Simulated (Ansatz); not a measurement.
# C2H6InO: the cost of one run

Method: the settings change from run to run; program: Ansatz 0.2.0, Gaussian basis.

**1. The geometry**

An earlier PBE0-D4 in a triple-zeta def2 set relaxation fixed the geometry. In takes a core potential in def2 sets; no spin-orbit term is included.

10 atoms, charge 0, spin multiplicity 2.

Atoms are counted from 1 here; the program's logs count them from 0.

Bond lengths: C1–In2 2.113 Å, C1–H5 1.087 Å, C1–H6 1.087 Å, In2–C3 2.132 Å, In2–O4 2.002 Å, C3–H7 1.091 Å, C3–H8 1.089 Å, C3–H9 1.090 Å, O4–H10 0.959 Å. Angles: In2–C1–H5 122.5°, In2–C1–H6 123.6°, H5–C1–H6 113.9°, C1–In2–C3 134.9°, C1–In2–O4 113.7°, C3–In2–O4 111.5°, In2–C3–H7 110.2°, In2–C3–H8 108.8°, In2–C3–H9 110.8°, H7–C3–H8 109.1°, H7–C3–H9 108.3°, H8–C3–H9 109.5°, In2–O4–H10 113.9°.

**2. wB97M-V/def2-TZVP**

This run has finite nuclei, high accuracy.

in.yaml

```yaml
crystal:
  periodic: [false, false, false]
  atoms:
    - {symbol: C, position_ang: [-1.568389, 1.308581, -0.676421]}
    - {symbol: In, position_ang: [0.102241, 0.107166, -0.195422]}
    - {symbol: C, position_ang: [0.542093, -1.317805, 1.328524]}
    - {symbol: O, position_ang: [1.647064, 0.341110, -1.447602]}
    - {symbol: H, position_ang: [-1.576051, 1.984258, -1.527965]}
    - {symbol: H, position_ang: [-2.492418, 1.311361, -0.104310]}
    - {symbol: H, position_ang: [-0.074478, -2.208685, 1.200645]}
    - {symbol: H, position_ang: [1.592629, -1.597170, 1.256472]}
    - {symbol: H, position_ang: [0.342926, -0.901907, 2.316707]}
    - {symbol: H, position_ang: [1.484394, 0.973090, -2.150650]}
basis:
  gaussian: {orbitals: def2-TZVP, nuclear_model: gaussian}
magnetization: {spin_polarized: true, initial_magnetization: 1}
hamiltonian: {xc: {name: wB97M-V}}
accuracy: high
```

Started as:

```console
$ ansatz run in.yaml --threads 4 --pin off --events-out ev --progress --plain --max-ram 10444MiB
```

Q: Estimate wall time and peak memory on 4 threads of Arm Neoverse V1, shared host.

About 63 s, with a peak of 2.1 GiB.
